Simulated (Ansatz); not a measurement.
# CH6BPSi: up Jacob's ladder to CCSD(T)

How much do the methods differ for CH6BPSi? The plan is to run it at one geometry with functionals of several rungs and with coupled cluster, and see how far each lands from CCSD(T) at the basis-set limit for the atomisation energy.

Computed with Ansatz 0.2.0, Gaussian basis. Level: functionals in def2-TZVPP, the program's frozen cores in correlated methods.

The runs, in order: LDA (SPW92), PBE-D4, revPBE-D4, BLYP-D4, r2SCAN-D4, B97M-V, PBE0-D4, B3LYP-D4, r2SCANh-D4, r2SCAN0-D4, HSE06-D4, BHLYP-D4, CAM-B3LYP-D4, LC-ωPBE, ωB97X-V, ωB97M-V, B2PLYP, PBE-QIDH; CCSD(T)/def2-SVP; CCSD(T)/def2-TZVPP; MP2/def2-QZVPP; extrapolation to the limit; RPA on PBE.

**1. The geometry**

All runs share one geometry, relaxed beforehand with PBE0-D4 in a triple-zeta def2 set.

10 atoms, charge 0, spin multiplicity 1.

Atoms are counted from 1 here; the program's logs count them from 0.

Bond lengths: P1–B2 1.853 Å, P1–H5 1.416 Å, P1–H6 1.412 Å, B2–C3 1.526 Å, B2–Si4 1.930 Å, C3–Si4 1.929 Å, C3–H7 1.087 Å, C3–H8 1.095 Å, Si4–H9 1.483 Å, Si4–H10 1.479 Å. Angles: B2–P1–H5 103.3°, B2–P1–H6 102.4°, H5–P1–H6 99.0°, P1–B2–C3 139.5°, P1–B2–Si4 149.6°, C3–B2–Si4 66.7°, B2–C3–Si4 66.7°, B2–C3–H7 123.1°, B2–C3–H8 117.1°, Si4–C3–H7 135.2°, Si4–C3–H8 96.5°, H7–C3–H8 111.1°, B2–Si4–C3 46.6°, B2–Si4–H9 120.9°, B2–Si4–H10 125.6°, C3–Si4–H9 123.3°, C3–Si4–H10 108.7°, H9–Si4–H10 112.8°.

**2. LDA**

This LDA is Slater exchange with PW92 correlation.

in.yaml reads:

```yaml
crystal:
  periodic: [false, false, false]
  atoms:
    - {symbol: P, position_ang: [-1.940280, 0.740247, -0.967695]}
    - {symbol: B, position_ang: [-0.551606, 0.045427, 0.042627]}
    - {symbol: C, position_ang: [0.411976, -1.138375, 0.030846]}
    - {symbol: Si, position_ang: [1.017659, 0.326446, 1.130196]}
    - {symbol: H, position_ang: [-1.667034, 0.258837, -2.270478]}
    - {symbol: H, position_ang: [-1.546074, 2.084566, -1.141750]}
    - {symbol: H, position_ang: [0.761019, -1.611636, -0.883936]}
    - {symbol: H, position_ang: [0.315260, -1.868442, 0.840847]}
    - {symbol: H, position_ang: [2.076780, 1.275908, 0.709140]}
    - {symbol: H, position_ang: [1.205500, -0.164079, 2.513103]}
basis:
  gaussian: {orbitals: def2-TZVPP}
hamiltonian: {xc: lda}
output: {orbitals: {seedname: orbitals}}
```

The run is started by

```console
$ ansatz run in.yaml --threads 2 --pin off --events-out ev --progress --plain --max-ram 4352MiB
```

Further steps of the session: PBE-D4 (GGA); revPBE-D4 (GGA); BLYP-D4 (GGA); r2SCAN-D4 (meta-GGA); B97M-V (meta-GGA); PBE0-D4 (hybrid); B3LYP-D4 (hybrid); r2SCANh-D4 (hybrid); r2SCAN0-D4 (hybrid); HSE06-D4 (hybrid); BHLYP-D4 (hybrid); CAM-B3LYP-D4 (range-separated); LC-ωPBE (range-separated); ωB97X-V (range-separated); ωB97M-V (range-separated); B2PLYP (double hybrid); PBE-QIDH (double hybrid); CCSD(T) in def2-SVP; CCSD(T) in def2-TZVPP; MP2 in def2-QZVPP; RPA on PBE orbitals.

**Question.** What will the summary of the whole plan be? Wanted: atomisation energy, CCSD(T)/CBS; farthest beyond LDA; mean size of error, GGA; mean size of error, meta-GGA; mean size of error, hybrid; mean size of error, range-separated; mean size of error, double hybrid; gap, smallest and largest; T1 diagnostic.

**Answer**, as computed:

| quantity | value |
| --- | --- |
| atomisation energy, CCSD(T)/CBS | 3228.4 kJ/mol |
| functionals within 16.1 kJ/mol (0.5 %) | revPBE-D4, BLYP-D4, r2SCAN0-D4, LC-ωPBE, PBE-QIDH |
| farthest beyond LDA | B97M-V (+77.2 kJ/mol) |
| mean size of error, GGA | 31.8 kJ/mol |
| mean size of error, meta-GGA | 62.2 kJ/mol |
| mean size of error, hybrid | 30.8 kJ/mol |
| mean size of error, range-separated | 31.3 kJ/mol |
| mean size of error, double hybrid | 11.7 kJ/mol |
| gap, smallest and largest | 2.91 eV (LDA (SPW92)), 9.62 eV (LC-ωPBE) |
| T1 diagnostic | 0.0166 |
| triples share of the correlation energy | 4.5 % |

**Reading.** LDA overbinds by 474.5 kJ/mol (15 %). PBE-D4 is off by +74.8 kJ/mol. Double hybrids carry the basis error of their MP2 part in triple zeta, and no dispersion term here, so their miss is partly the set-up's. Taken by rung, double hybrid functionals do best (11.7 kJ/mol on average) and meta-GGA ones worst beyond LDA (62.2 kJ/mol). Misses under about 16.1 kJ/mol are within the doubt on the reference itself, which lacks core-valence correlation, relativity and higher excitations. Hartree-Fock recovers 73 % of the binding; the rest is correlation. CCSD(T) in def2-SVP is off by -196.9 kJ/mol, so the small basis spoils what the method gains. Orbital gaps span 2.9 to 9.6 eV; exact exchange widens them.
